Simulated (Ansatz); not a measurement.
# Cl3Ga: geometry optimisation, by script

What geometry does Cl3Ga take? A script is to give a geometry optimisation; the system is Cl3Ga. SMILES: Cl[Ga](Cl)Cl.

Computed with the Python package of Ansatz 0.2.0. Level of theory: Hartree-Fock/def2-SVP.

## Step 1: The system

Bond lengths: Cl1–Ga2 2.287 Å, Ga2–Cl3 2.392 Å, Ga2–Cl4 2.297 Å. Angles: Cl1–Ga2–Cl3 123.8°, Cl1–Ga2–Cl4 104.8°, Cl3–Ga2–Cl4 129.7°.

The script holds or builds the structure itself.

## Step 2: The code

Contents of cl3ga.py:

```python
"""Geometry optimisation of Cl3Ga."""

import itertools
import logging
import sys
import warnings

import ansatz as az
from ase import Atoms
from ase.data import atomic_numbers, covalent_radii
import numpy as np
import pandas as pd

logging.basicConfig(stream=sys.stdout, format="%(levelname)s %(message)s")
logger = logging.getLogger("ansatz_job")
logger.setLevel(logging.INFO)


def main() -> None:
    warnings.simplefilter("ignore", az.DeckWarning)

    atoms = Atoms(["Cl", "Ga", "Cl", "Cl"], positions=[
        [-1.0892, 1.9092, -0.0408],
        [0.0947, -0.0396, 0.1342],
        [2.4763, -0.1694, -0.0494],
        [-1.4818, -1.7002, -0.044],
    ])
    cl3ga = az.Crystal.molecule_from_ase(atoms)

    model = (
        cl3ga.calculation()
        .basis(gaussian="def2-SVP")
        .functional("HF")
        .scf(lower_state_search="off")
    )
    symbols = [site.symbol for site in cl3ga.cartesian_sites]
    start = np.array([site.position_ang for site in cl3ga.cartesian_sites], dtype=float)
    def progress(event):
        if event["event"] == "relax_step":
            row = event["data"]
            logger.info(f"step {row['step']:3d}  E = {row['lagrangian_ev']:.6f} eV  largest force component {row['allowed_force_max_ev_ang']:.4f} eV/A")


    rep = model.relax(force_tolerance=0.01).session().plan().execute(on_event=progress).report
    end = np.array(rep["positions_ang"])

    logger.info("reference energy %16.6f eV" % rep["reference_energy_ev"])
    logger.info("total energy     %16.6f eV" % rep["free_energy_ev"])
    print("occupied orbitals outside the frozen core (up, down):", rep["n_occupied"], " frozen:", rep["n_frozen"], " virtual:", rep["n_virtual"])

    # pairs closer than 1.2 times the sum of covalent radii, before or after
    radius = [covalent_radii[atomic_numbers[s]] for s in symbols]
    span = lambda where, i, j: np.linalg.norm(where[i] - where[j])
    bonded = [(i, j) for i, j in itertools.combinations(range(len(symbols)), 2) if min(span(start, i, j), span(end, i, j)) < 1.2 * (radius[i] + radius[j])]
    logger.info("pair        before    after (A)")
    for i, j in bonded:
        print(f"{symbols[i]}{i}-{symbols[j]}{j}".ljust(10), f"{span(start, i, j):8.4f} {span(end, i, j):8.4f}")

    charges = rep["charge_distribution"]
    table = pd.DataFrame({"atom": symbols, "mulliken": charges["mulliken_charges_e"], "lowdin": charges["lowdin_charges_e"]})
    print(table.round(3).to_string())
    print("dipole (e A):", np.round(charges["dipole_moment_e_ang"], 4) + 0.0)
    with open("cl3ga_opt.xyz", "w") as handle:
        handle.write(f"{len(symbols)}\nrelaxed Cl3Ga\n")
        handle.writelines(f"{s:2s} {x:11.6f} {y:11.6f} {z:11.6f}\n" for s, (x, y, z) in zip(symbols, end))


if __name__ == "__main__":
    main()
```

## Step 3: The calls as engine input

The package turns the script's settings into the engine's input:

```yaml
crystal:
  periodic: [false, false, false]
  atoms:
    - { symbol: Cl, position_ang: [-1.0892, 1.9092, -0.0408] }
    - { symbol: Ga, position_ang: [0.0947, -0.0396, 0.1342] }
    - { symbol: Cl, position_ang: [2.4763, -0.1694, -0.0494] }
    - { symbol: Cl, position_ang: [-1.4818, -1.7002, -0.044] }
basis:
  gaussian:
    orbitals: def2-SVP
hamiltonian:
  xc: hf
scf:
  lower_state_search: "off"
relax:
  f_tol: 0.01
```

## Step 4: Running it

Run with:

```
> python cl3ga.py
```

Q: Predict the main results. Wanted: total energy; dipole moment; moves of the relaxation; energy gained; last largest force component.

As calculated:

```
                    quantity           value
                total energy  -89831.5730 eV
               dipole moment          0.00 D
     moves of the relaxation               4
               energy gained        1.090 eV
last largest force component     0.0012 eV/Å
```

What this shows: The relaxation took 4 moves; the largest shift is 0.361 Å, of atom 3 (Cl). What to keep in mind:
- The end point is the stationary point reached from this start; no frequency run checks that it is a minimum, and the basis set is modest.
- The Löwdin charges here are taken after orthogonalising the functions within each atom; they differ from plain Löwdin charges, and their signs can be unphysical.
